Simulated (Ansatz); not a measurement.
# Cs2Cu: the cost of one run

Method: DFT PBE, scalar-relativistic, plane waves, PAW, in Ansatz 0.2.0.

### Step 1. Starting point

It takes space group I4/mmm (No. 139, tetragonal). Conventional cell: a = 5.107 Å, b = 5.107 Å, c = 8.375 Å, α = 90.00°, β = 90.00°, γ = 90.00°. Cs (site symmetry 4mm) has 1 Cs at 1.56 Å as nearest neighbours. Around Cu (site symmetry 4/mmm) lie 10 Cs at 3.41 to 3.69 Å.

Coordinates:

```cif
data_structure
_symmetry_space_group_name_H-M 'P 1'
_symmetry_Int_Tables_number 1
_cell_length_a 5.5296
_cell_length_b 5.5296
_cell_length_c 5.5296
_cell_angle_alpha 124.999
_cell_angle_beta 124.999
_cell_angle_gamma 81.541
_cell_volume 109.21
loop_
_atom_site_label
_atom_site_type_symbol
_atom_site_fract_x
_atom_site_fract_y
_atom_site_fract_z
_atom_site_occupancy
Cs1 Cs 0.59300 0.59300 0.00000 1
Cs2 Cs 0.40700 0.40700 0.00000 1
Cu1 Cu 0.00000 0.00000 0.00000 1
```

This is candidate A: anti-CaC2 type (I4/mmm, No. 139).

(A quick probe on a coarse mesh, which set the mesh and smearing, is not shown.)

### Step 3. Coarse relaxation (candidate A)

Input file input.yaml:

```yaml
crystal:
  lattice:
    - [-2.5533443773, 2.5533443773, 4.1877473335]
    - [2.5533443773, -2.5533443773, 4.1877473335]
    - [2.5533443773, 2.5533443773, -4.1877473335]
  atoms:
    - { symbol: Cs, position: [0.593, 0.593, 0.0] }
    - { symbol: Cs, position: [0.407, 0.407, 0.0] }
    - { symbol: Cu, position: [0.0, 0.0, 0.0] }
basis:
  ecutwfc: 420
kpoints:
  mp_grid: { grid: [6, 6, 6] }
hamiltonian:
  xc: pbe
scf:
  occupations: { method: gaussian, width: 0.1 }
  lower_state_search: "off"
output:
  forces: true
  stress: true
  eigenvalues: true
relax:
  adjacent_minimum: "off"
  f_tol: 0.04
  max_steps: 70
  cell: { stress_tol: 0.4 }
```

Started as:

```sh
$ ansatz run input.yaml --threads 1 --pin off --max-ram 2560MiB --backend cpu --events-out ev --progress --plain --runs-dir out
```

**Question.** How long does this run take on 1 thread of AMD EPYC 9B14 (Zen 4), shared host, and how much memory does it need?

About 2.8 min, with a peak of 0.68 GiB.
